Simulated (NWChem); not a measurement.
**One shape, several levels: BSiCl2F3 (SMILES F[Si](F)(F)B(Cl)Cl)**

Wanted: a comparison of 4 runs (HF/def2-SVP, PBE/def2-SVP, PBE0/3-21G, PBE0/def2-SVP) of BSiCl2F3. 

The calculation is run with NWChem 7.3.0.

### Step 1. The system as given

BSiCl2F3: 7 atoms, total charge 0, spin state singlet. SMILES: `F[Si](F)(F)B(Cl)Cl`. Geometry: relaxed at PBE0-D4/def2-TZVP.

Bond lengths: F1–Si2 1.577 Å, Si2–F3 1.578 Å, Si2–F4 1.578 Å, Si2–B5 2.010 Å, B5–Cl6 1.732 Å, B5–Cl7 1.734 Å. Angles: F1–Si2–F3 107.5°, F1–Si2–F4 107.5°, F1–Si2–B5 112.4°, F3–Si2–F4 107.6°, F3–Si2–B5 110.8°, F4–Si2–B5 110.8°, Si2–B5–Cl6 120.9°, Si2–B5–Cl7 118.7°, Cl6–B5–Cl7 120.3°.

### Step 2. Energy and gradient at HF/def2-SVP (run 1)

File nw.nw:

```
start nw
title "BCl2F3Si"
memory total 2200 mb
charge 0
geometry units angstroms noautosym nocenter noautoz
   F    -0.114000   -1.091400    1.756700
   Si    0.185100   -0.818500    0.232700
   F    -0.671100   -1.842800   -0.609200
   F     1.708200   -1.148400   -0.017900
   B    -0.232900    1.072700   -0.304800
   Cl   -0.847000    2.210600    0.847700
   Cl    0.033000    1.550000   -1.950900
end
basis spherical bse
   F library def2-SVP
   Si library def2-SVP
   B library def2-SVP
   Cl library def2-SVP
end
scf
   thresh 1e-08
   maxiter 80
end
task scf gradient
```

Launch:

```sh
nwchem nw.nw > nw.out
```

Log:

```text
[...]
  functions       =   110
[...]
  wavefunction    = RHF
[...]
         Total SCF energy =  -1530.561248189125
      One-electron energy =  -3162.251030432482
      Two-electron energy =   1109.450809072773
 Nuclear repulsion energy =    522.238973170584
        Time for solution =     15.5s
[...]
                         RHF ENERGY GRADIENTS
    atom               coordinates                        gradient
                 x          y          z           x          y          z
   1 F      -0.215429  -2.062447   3.319682    0.001405   0.002045  -0.008047
   2 Si      0.349788  -1.546741   0.439739    0.001518  -0.007012   0.001783
   3 F      -1.268195  -3.482387  -1.151221    0.004319   0.005833   0.004207
   4 F       3.228030  -2.170161  -0.033826   -0.007916   0.002220   0.001131
   5 B      -0.440117   2.027109  -0.575988   -0.001197   0.005622  -0.001758
   6 Cl     -1.600598   4.177428   1.601921    0.003066  -0.005961  -0.005424
   7 Cl      0.062361   2.929075  -3.686666   -0.001195  -0.002748   0.008108
[...]
```

Run time: 21 s. Hardware: 1 thread of Intel Xeon Platinum 8375C at 2.90GHz (Ice Lake), shared host; peak memory 0.1 GiB.

### Step 3. Energy and forces at PBE/def2-SVP (run 2)

File a.xyz:

```xyz
7

F     -0.114000    -1.091400     1.756700
Si     0.185100    -0.818500     0.232700
F     -0.671100    -1.842800    -0.609200
F      1.708200    -1.148400    -0.017900
B     -0.232900     1.072700    -0.304800
Cl    -0.847000     2.210600     0.847700
Cl     0.033000     1.550000    -1.950900
```

File a.nw:

```
start a
memory total 2200 mb

geometry units angstroms noautosym nocenter noautoz
  load a.xyz
end

basis spherical bse
  * library def2-SVP
end

dft
  xc xpbe96 cpbe96
  mult 1
  grid fine
  convergence energy 1e-08
  maxiter 100
  mulliken
  print low
end

task dft gradient
```

Launch:

```sh
nwchem a.nw > a.out
```

Log:

```text
[...]
 d= 0,ls=0.0,diis     1  -1532.8660121538 -2.06D+03  2.34D-02  1.63D+00     2.2
[...]
 d= 0,ls=0.0,diis    10  -1533.0535136357 -3.57D-09  3.01D-07  1.11D-09    17.5
         Total DFT energy =    -1533.053513635715
      One electron energy =    -3163.198297040298
           Coulomb energy =     1220.090440452580
    Exchange-Corr. energy =     -112.184630218581
 Nuclear repulsion energy =      522.238973170585
[...]
                         DFT ENERGY GRADIENTS
    atom               coordinates                        gradient
                 x          y          z           x          y          z
   1 F      -0.215429  -2.062447   3.319682    0.006580   0.005967  -0.033484
   2 Si      0.349788  -1.546741   0.439739    0.007604  -0.033988   0.008972
   3 F      -1.268195  -3.482387  -1.151221    0.018431   0.022364   0.018488
   4 F       3.228030  -2.170161  -0.033826   -0.033009   0.007305   0.005664
   5 B      -0.440117   2.027109  -0.575988   -0.001721   0.008058  -0.002497
   6 Cl     -1.600598   4.177428   1.601921    0.003444  -0.006756  -0.006027
   7 Cl      0.062361   2.929075  -3.686666   -0.001328  -0.002950   0.008883
 Task  times  cpu:       22.8s     wall:       22.8s
 Total times  cpu:       22.9s     wall:       22.9s
```

Wall time 23 s (1 thread of Intel Xeon Platinum 8375C at 2.90GHz (Ice Lake), shared host); peak memory 0.12 GiB.

Run 3 isn't shown in full; the table further down has it.

### Step 4. Energy and gradient at PBE0/def2-SVP (run 4)

File bcl2f3si.nw:

```
echo
start bcl2f3si
title "BCl2F3Si"
memory 2200 mb
charge 0

geometry noautosym nocenter noautoz
F       -0.114000      -1.091400       1.756700
Si       0.185100      -0.818500       0.232700
F       -0.671100      -1.842800      -0.609200
F        1.708200      -1.148400      -0.017900
B       -0.232900       1.072700      -0.304800
Cl      -0.847000       2.210600       0.847700
Cl       0.033000       1.550000      -1.950900
end

basis spherical bse
F library def2-SVP
Si library def2-SVP
B library def2-SVP
Cl library def2-SVP
end

dft
xc pbe0
grid fine
convergence energy 1e-08
iterations 100
mulliken
print medium
end

task dft gradient
```

Launch:

```sh
nwchem bcl2f3si.nw > bcl2f3si.out
```

Log:

```text
[...]
          Wavefunction type:  closed shell.
          No. of atoms     :     7
          No. of electrons :    80
[...]
          Charge           :     0
          Spin multiplicity:     1
[...]
          AO basis - number of functions:   110
[...]
              XC Information
              --------------
                         PBE0 Method XC Functional
                     Hartree-Fock (Exact) Exchange  0.250
          PerdewBurkeErnzerhof Exchange Functional  0.750
            Perdew 1991 LDA Correlation Functional  1.000 local
           PerdewBurkeErnz. Correlation Functional  1.000 non-local
[...]
 d= 0,ls=0.0,diis     1  -1533.0006716533 -2.06D+03  1.70D-02  1.37D+00     2.2
[...]
 d= 0,ls=0.0,diis     8  -1533.1620960039 -6.27D-09  1.10D-06  2.04D-08    13.7
         Total DFT energy =    -1533.162096003851
      One electron energy =    -3163.097707446906
           Coulomb energy =     1220.040955760188
    Exchange-Corr. energy =     -112.344317487718
 Nuclear repulsion energy =      522.238973170584
[...]
  wavefunction    = closed shell
                         DFT ENERGY GRADIENTS
    atom               coordinates                        gradient
                 x          y          z           x          y          z
   1 F      -0.215429  -2.062447   3.319682    0.004154   0.003920  -0.021317
   2 Si      0.349788  -1.546741   0.439739    0.005210  -0.023533   0.006323
   3 F      -1.268195  -3.482387  -1.151221    0.011620   0.014330   0.011671
   4 F       3.228030  -2.170161  -0.033826   -0.020902   0.004794   0.003550
   5 B      -0.440117   2.027109  -0.575988   -0.000997   0.004649  -0.001415
   6 Cl     -1.600598   4.177428   1.601921    0.001282  -0.002769  -0.001946
   7 Cl      0.062361   2.929075  -3.686666   -0.000368  -0.001390   0.003134
[...]
```

It took 20 s on 1 thread of Intel Xeon Platinum 8375C at 2.90GHz (Ice Lake), shared host; peak memory 0.13 GiB.

### Step 5. All runs side by side

```csv
run,level,iteration cap,module,energy (Eh),dipole moment (D),HOMO energy (eV),LUMO energy (eV),wall time
1,HF/def2-SVP,80,scf,-1530.561248,1.59,-12.41,0.95,21 s
2,PBE/def2-SVP,100,dft,-1533.053514,–,–,–,23 s
3,PBE0/3-21G,100,dft,-1526.035861,1.53,-9.43,-3.20,18 s
4,PBE0/def2-SVP,100,dft,-1533.162096,1.66,-9.03,-2.64,20 s
```

### Step 6. Summary of results

| quantity | value |
| --- | --- |
| run 4: total energy | -1533.16210 Eh |
| run 4: dipole moment | 1.66 D |
| run 4: HOMO energy | -9.03 eV |
| run 4: LUMO energy | -2.64 eV |
| run 4: HOMO–LUMO gap | 6.40 eV |
| run 4: largest force on an atom | 1.281 eV/Å |

Over runs 1, 3, 4 the dipole moment (its size) runs from 1.53 D (PBE0/3-21G) to 1.66 D (PBE0/def2-SVP). Over runs 1, 3, 4 the HOMO–LUMO gap runs from 6.23 eV (PBE0/3-21G) to 13.36 eV (HF/def2-SVP). The two ends differ in method and basis. Totals of different functionals can't be ranked against each other. All runs together took 82 s, the longest 23 s.
